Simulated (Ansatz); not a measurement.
# Mg: the cost of one run

Program: Ansatz 0.2.0. Level of theory: DFT PBEsol, scalar-relativistic. These are calculated values, not measurements.

### 1 Starting point

The structure is hexagonal, space group P6_3/mmc (No. 194). The conventional cell has a = 3.209 Å, b = 3.209 Å, c = 5.210 Å, α = 90.00°, β = 90.00°, γ = 120.00°. Around Mg (site symmetry -6m2) lie 12 Mg at 3.20 to 3.21 Å.

Structure file:

```
CELL_PARAMETERS angstrom
3.20927 0.00000 0.00000
-1.60464 2.77931 0.00000
0.00000 0.00000 5.21033
ATOMIC_POSITIONS crystal
Mg 0.33333 0.66667 0.25000
Mg 0.66667 0.33333 0.75000
```

The structure is an experimental refinement, used without relaxation.

Atoms are numbered in the order of the input: Mg1, Mg2.

### 2 Volume × 0.94, LAPW

File input.yaml:

```yaml
crystal:
  lattice:
    - [3.1437578123, 0.0, 0.0]
    - [-1.5718789061, 2.7225741288, 0.0]
    - [0.0, 0.0, 5.1039668898]
  atoms:
    - { symbol: Mg, position: [0.3333333333, 0.6666666667, 0.25] }
    - { symbol: Mg, position: [0.6666666667, 0.3333333333, 0.75] }
kpoints:
  mp_grid: { grid: [12, 12, 7] }
  band_path:
    path:
      - [0.0, 0.0, 0.0]
      - [0.5, 0.0, 0.0]
      - [0.3333333333, 0.3333333333, 0.0]
      - [0.0, 0.0, 0.0]
      - [0.0, 0.0, 0.5]
      - [0.5, 0.0, 0.5]
      - [0.3333333333, 0.3333333333, 0.5]
      - [0.0, 0.0, 0.5]
      - [0.5, 0.0, 0.5]
    npoints: 5
scf:
  occupations: { method: fermi_dirac, width: 0.08 }
hamiltonian:
  xc: pbesol
  pseudopotentials: { kind: all_electron, lapw: { basis_error: 0.0005 } }
output:
  forces: true
  stress: true
  eigenvalues: true
```

The run is started by

```console
ansatz run input.yaml --threads 1 --pin off --max-ram 3072MiB --backend cpu --events-out ev --progress --plain --runs-dir out
```

What time and memory should one allow on 1 thread of Arm Neoverse V2, shared host?

About 5.8 s, with a peak of 0.25 GiB.
